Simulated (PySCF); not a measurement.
# CeF3H2O (Ce(F)3(H2O)-): the cost of one run

Method: several levels, as the steps say, no spin–orbit coupling; program: PySCF 2.14.0.

1 further run of the same task is left out (for a known fault of the program).

### Step 1. Starting geometry

7 atoms, charge -1, spin multiplicity 1.

Bond lengths: Ce1–F2 2.268 Å, Ce1–F3 2.419 Å, Ce1–F4 2.272 Å, Ce1–O5 2.812 Å, Ce1–H7 2.583 Å, O5–H6 0.963 Å, O5–H7 1.027 Å. Angles: F2–Ce1–F3 113.8°, F2–Ce1–F4 117.9°, F2–Ce1–O5 100.8°, F2–Ce1–H7 107.8°, F3–Ce1–F4 122.2°, F3–Ce1–O5 55.1°, F3–Ce1–H7 33.6°, F4–Ce1–O5 131.9°, F4–Ce1–H7 133.5°, O5–Ce1–H7 21.4°, Ce1–O5–H6 106.5°, Ce1–O5–H7 66.6°, H6–O5–H7 103.8°, Ce1–H7–O5 91.9°.

As a file:

```
Ce    0.1527   -0.2099   -0.1297
F     0.9932    1.2270    1.4107
F    -2.2157   -0.6325    0.1219
F     1.5651   -1.7396   -1.0397
O    -1.8915    1.3594   -1.2542
H    -2.0118    2.1123   -0.6666
H    -2.2428    0.5641   -0.7070
```

Formal oxidation states: Ce +2. Each metal's 2 4f electrons lie in its core potential, so multiplicities, spins and levels count the valence alone. For divalent La, Ce, Gd or Lu the extra electron is normally 5d or 6s, so this core forces an excited configuration. An earlier session relaxed this geometry at PBE0, Ce lcecp-0-SVP with ECP48, F def2-SVP, O def2-SVP, H def2-SVP (singlet, point group C1).

At PBE0 on the finer grid: E = -402.224947 Eh, frontier levels not given, since the 4f levels lie in the core, Mulliken charge on Ce1 +0.77 e, largest force component 0.015 eV/Å. 

Levels to run: wB97X; M06-L; PBE0, TZVP. Hardware: 2 threads of Arm Neoverse V1, shared host.

### Step 2. wB97X

run.py (the lines that set the calculation)

```python
mol = gto.M(atom='''
Ce     0.15268    -0.20988    -0.12968
F      0.99320     1.22704     1.41068
F     -2.21570    -0.63254     0.12193
F      1.56506    -1.73961    -1.03972
O     -1.89146     1.35936    -1.25415
H     -2.01179     2.11234    -0.66658
H     -2.24280     0.56406    -0.70697''',
    basis={'Ce': 'lcecp-0-SVP', 'F': 'def2-SVP', 'O': 'def2-SVP', 'H': 'def2-SVP'},
    ecp={'Ce': 'lcecp-0-SVP'},
    charge=-1, spin=0)
mf = dft.RKS(mol, xc='WB97X')
mf.grids.atom_grid = (75, 302)  # f atoms: unpruned, at least (60, 302)
mf = mf.density_fit()  # fitting sets: Ce AutoAux, F def2-universal-JKFIT, O def2-universal-JKFIT, H def2-universal-JKFIT
mf.conv_tol = 1e-08; mf.max_cycle = 55
mf.kernel(dm0)  # dm0: the density of the relaxed state
```

Command:

```console
OMP_NUM_THREADS=2 python run.py
```

**Question.** How long does this run take on 2 threads of Arm Neoverse V1, shared host?

About 6.7 s.
